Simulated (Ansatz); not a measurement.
# CH8O2Si2: the cost of one run

Program: Ansatz 0.2.0, Gaussian basis. Level of theory: functionals in def2-TZVPP, the program's frozen cores in correlated methods. These are calculated values, not measurements.

Plan: PBE-D4, r2SCAN-D4, PBE0-D4, B3LYP-D4, ωB97X-V, ωB97M-V, B2PLYP; CCSD(T)/def2-TZVPP; MP2/def2-QZVPP; extrapolation to the limit.

## Step 1: The relaxed structure

An earlier PBE0-D4 in a triple-zeta def2 set relaxation fixed the geometry.

SMILES `OC([SiH3])O[SiH3]`, 13 atoms, charge 0, spin multiplicity 1.

Atoms are counted from 1 here; the program's logs count them from 0.

Bond lengths: O1–C2 1.405 Å, O1–H6 0.963 Å, C2–Si3 1.910 Å, C2–O4 1.409 Å, C2–H7 1.098 Å, Si3–H8 1.484 Å, Si3–H9 1.489 Å, Si3–H10 1.486 Å, O4–Si5 1.658 Å, Si5–H11 1.482 Å, Si5–H12 1.488 Å, Si5–H13 1.485 Å. Angles: C2–O1–H6 108.7°, O1–C2–Si3 112.5°, O1–C2–O4 111.8°, O1–C2–H7 104.2°, Si3–C2–O4 107.5°, Si3–C2–H7 111.3°, O4–C2–H7 109.6°, C2–Si3–H8 111.0°, C2–Si3–H9 106.7°, C2–Si3–H10 109.4°, H8–Si3–H9 110.2°, H8–Si3–H10 110.0°, H9–Si3–H10 109.3°, C2–O4–Si5 121.7°, O4–Si5–H11 105.5°, O4–Si5–H12 109.8°, O4–Si5–H13 112.2°, H11–Si5–H12 110.7° and more.

## Step 2: PBE-D4 (GGA)

Input file in.yaml:

```yaml
crystal:
  periodic: [false, false, false]
  atoms:
    - {symbol: O, position_ang: [0.809231, 1.206281, -0.655289]}
    - {symbol: C, position_ang: [0.508159, 0.187216, 0.264060]}
    - {symbol: Si, position_ang: [-0.066509, 0.871140, 1.952310]}
    - {symbol: O, position_ang: [-0.506277, -0.665357, -0.214485]}
    - {symbol: Si, position_ang: [-0.403853, -1.391244, -1.701918]}
    - {symbol: H, position_ang: [0.057250, 1.805987, -0.709280]}
    - {symbol: H, position_ang: [1.446667, -0.374501, 0.359278]}
    - {symbol: H, position_ang: [-0.507491, -0.225434, 2.849156]}
    - {symbol: H, position_ang: [-1.198971, 1.797517, 1.676119]}
    - {symbol: H, position_ang: [1.045283, 1.627594, 2.583727]}
    - {symbol: H, position_ang: [-1.373587, -2.510786, -1.664074]}
    - {symbol: H, position_ang: [0.977863, -1.898106, -1.920558]}
    - {symbol: H, position_ang: [-0.767366, -0.465109, -2.804146]}
basis:
  gaussian: {orbitals: def2-TZVPP}
hamiltonian: {xc: pbe, dispersion: d4}
output: {forces: true, orbitals: {seedname: orbitals}}
```

The run is started by

```sh
$ ansatz run in.yaml --threads 4 --pin off --events-out ev --progress --plain --max-ram 10444MiB
```

What time and memory should one allow on 4 threads of Arm Neoverse V1, shared host?

About 3.4 s, with a peak of 0.42 GiB.
